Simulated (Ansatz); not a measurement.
# CH7NSSi2: up Jacob's ladder to CCSD(T)

Aim: compute CH7NSSi2 with functionals from several rungs and with coupled cluster. The yardstick is the atomisation energy at the CCSD(T) limit.

Program: Ansatz 0.2.0, Gaussian basis. Level of theory: functionals in def2-TZVPP, the program's frozen cores in correlated methods. These are calculated values, not measurements.

The runs, in order: LDA (SPW92), PBE-D4, revPBE-D4, BLYP-D4, r2SCAN-D4, B97M-V, PBE0-D4, B3LYP-D4, r2SCANh-D4, r2SCAN0-D4, HSE06-D4, BHLYP-D4, CAM-B3LYP-D4, LC-ωPBE, ωB97X-V, ωB97M-V, B2PLYP, PBE-QIDH; CCSD(T)/def2-SVP; CCSD(T)/def2-TZVPP; MP2/def2-QZVPP; extrapolation to the limit; RPA on PBE.

## Step 1: The relaxed structure

The geometry comes from an earlier relaxation with PBE0-D4 in a triple-zeta def2 set; it is a stationary point, not always the lowest conformer.

12 atoms, charge 0, spin multiplicity 1.

Atoms are counted from 1 here; the program's logs count them from 0.

Bond lengths: S1–Si2 2.135 Å, S1–H6 1.344 Å, Si2–C3 1.884 Å, Si2–N5 1.726 Å, Si2–H7 1.486 Å, C3–Si4 1.883 Å, C3–H8 1.090 Å, C3–H9 1.090 Å, Si4–N5 1.736 Å, Si4–H10 1.489 Å, Si4–H11 1.490 Å, N5–H12 1.005 Å. Angles: Si2–S1–H6 94.5°, S1–Si2–C3 118.3°, S1–Si2–N5 116.1°, S1–Si2–H7 101.8°, C3–Si2–N5 89.0°, C3–Si2–H7 116.4°, N5–Si2–H7 116.1°, Si2–C3–Si4 86.2°, Si2–C3–H8 114.5°, Si2–C3–H9 114.8°, Si4–C3–H8 115.5°, Si4–C3–H9 115.6°, H8–C3–H9 109.0°, C3–Si4–N5 88.7°, C3–Si4–H10 115.1°, C3–Si4–H11 115.8°, N5–Si4–H10 114.5°, N5–Si4–H11 114.4° and more.

Coordinates:

```xyz
12
CH7NSSi2
S    -2.21474    1.10116    1.38555
Si   -0.18575    0.61578    0.93290
C     0.22405   -1.16361    0.47017
Si    0.84170   -0.46403   -1.16498
N     0.38875    1.11869   -0.61478
H    -2.70819    0.55521    0.26057
H     0.53060    1.17475    2.10920
H    -0.64041   -1.82394    0.40058
H     0.98201   -1.63548    1.09626
H     2.29897   -0.63722   -1.41709
H     0.11666   -0.92314   -2.38294
H     0.44334    2.02662   -1.04132
```

## Step 2: LDA

This LDA is Slater exchange with PW92 correlation.

in.yaml

```yaml
crystal:
  periodic: [false, false, false]
  atoms:
    - {symbol: S, position_ang: [-2.214736, 1.101164, 1.385549]}
    - {symbol: Si, position_ang: [-0.185749, 0.615781, 0.932897]}
    - {symbol: C, position_ang: [0.224050, -1.163607, 0.470166]}
    - {symbol: Si, position_ang: [0.841700, -0.464033, -1.164983]}
    - {symbol: N, position_ang: [0.388754, 1.118695, -0.614781]}
    - {symbol: H, position_ang: [-2.708192, 0.555208, 0.260567]}
    - {symbol: H, position_ang: [0.530597, 1.174752, 2.109202]}
    - {symbol: H, position_ang: [-0.640413, -1.823940, 0.400582]}
    - {symbol: H, position_ang: [0.982015, -1.635483, 1.096257]}
    - {symbol: H, position_ang: [2.298967, -0.637218, -1.417093]}
    - {symbol: H, position_ang: [0.116664, -0.923138, -2.382939]}
    - {symbol: H, position_ang: [0.443344, 2.026619, -1.041324]}
basis:
  gaussian: {orbitals: def2-TZVPP}
hamiltonian: {xc: lda}
output: {orbitals: {seedname: orbitals}}
```

Started as:

```console
ansatz run in.yaml --threads 4 --pin off --events-out ev --progress --plain --max-ram 10444MiB
```

After this run come: PBE-D4 (GGA); revPBE-D4 (GGA); BLYP-D4 (GGA); r2SCAN-D4 (meta-GGA); B97M-V (meta-GGA); B3LYP-D4 (hybrid); r2SCANh-D4 (hybrid); r2SCAN0-D4 (hybrid); HSE06-D4 (hybrid); BHLYP-D4 (hybrid); CAM-B3LYP-D4 (range-separated); LC-ωPBE (range-separated); ωB97X-V (range-separated); ωB97M-V (range-separated); B2PLYP (double hybrid); PBE-QIDH (double hybrid); CCSD(T) in def2-SVP; CCSD(T) in def2-TZVPP; MP2 in def2-QZVPP; RPA on PBE orbitals.

Q: Predict the results of all the runs planned. Wanted: atomisation energy, CCSD(T)/CBS; farthest beyond LDA; mean size of error, GGA; mean size of error, meta-GGA; mean size of error, hybrid; mean size of error, range-separated; mean size of error, double hybrid; gap, smallest and largest; T1 diagnostic.

The runs gave:

```
                               quantity                                                             value
        atomisation energy, CCSD(T)/CBS                                                   1005.1 kcal/mol
functionals within 5.0 kcal/mol (0.5 %)  r2SCAN-D4, PBE0-D4, B3LYP-D4, r2SCANh-D4, HSE06-D4, CAM-B3LYP-D4
                    farthest beyond LDA                                         BHLYP-D4 (-23.1 kcal/mol)
                mean size of error, GGA                                                     10.1 kcal/mol
           mean size of error, meta-GGA                                                      3.1 kcal/mol
             mean size of error, hybrid                                                      8.1 kcal/mol
    mean size of error, range-separated                                                      5.5 kcal/mol
      mean size of error, double hybrid                                                     12.4 kcal/mol
              gap, smallest and largest                         5.07 eV (LDA (SPW92)), 12.00 eV (LC-ωPBE)
                          T1 diagnostic                                                            0.0115
triples share of the correlation energy                                                             4.1 %
```

In words: LDA overbinds by 128.8 kcal/mol (13 %). PBE-D4 misses by +7.0 kcal/mol. Double hybrids carry the basis error of their MP2 part in triple zeta, and no dispersion term here, so their miss is partly the set-up's. Taken by rung, meta-GGA functionals do best (3.1 kcal/mol on average) and double hybrid ones worst beyond LDA (12.4 kcal/mol). GGA functionals lie within the reference's doubt of that worst mean (10.1 kcal/mol), so those two tie. The gap between the best rungs is small, so their order is not settled. The reference freezes the cores and leaves out relativity and excitations past (T), so misses under about 5.0 kcal/mol can't be ranked. Hartree-Fock recovers 72 % of the binding; the rest is correlation. CCSD(T) in def2-SVP is off by -80.1 kcal/mol, which most functionals beat. Orbital gaps span 5.1 to 12.0 eV; exact exchange widens them.
